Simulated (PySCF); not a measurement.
# BH3O3: the cost of one run

The runs use PySCF 2.14.0, with density-fitted response routines of our own; the level of theory stands in each step. All values are computed, except where a source is named. Atoms are numbered from 0 throughout.

## 1. The molecule as given

7 atoms, charge 0, multiplicity 1; geometry from: GFN2-xTB. The atoms were then displaced at random by about 0.01 Å, so the start is not that level's minimum.

Bonds of the start (Å): O0–B1 1.40, B1–O2 1.36, B1–O3 1.31, O0–H4 0.95, O2–H5 0.97, O3–H6 0.96.

## 2. Relaxing the molecule at PBE0-D3(BJ)/def2-TZVP

The job: settings as JSON, then the geometry in Å.

```
{"job": {"xc": "PBE0", "basis": "def2-TZVP", "d3": "d3bj", "grid": 2, "shake": 0.01, "kind": "geom"}, "charge": 0, "multiplicity": 1}
O      0.963240    -0.713690    -0.104740
B     -0.240220     0.001300     0.013680
O     -0.338410     1.356930     0.066520
O     -1.352460    -0.693210     0.081430
H      1.747540    -0.186190    -0.167070
H      0.499410     1.849550     0.022740
H     -1.245150    -1.643790     0.037530
```

On the command line:

```
OMP_NUM_THREADS=1 python probes_run.py task.json out
```

This one command runs all jobs of the session in turn.

**Question.** How long does this first job take on 1 thread of Arm Neoverse N1, shared host, and how much memory does it need?

About 73 s, with a peak of 0.55 GiB.
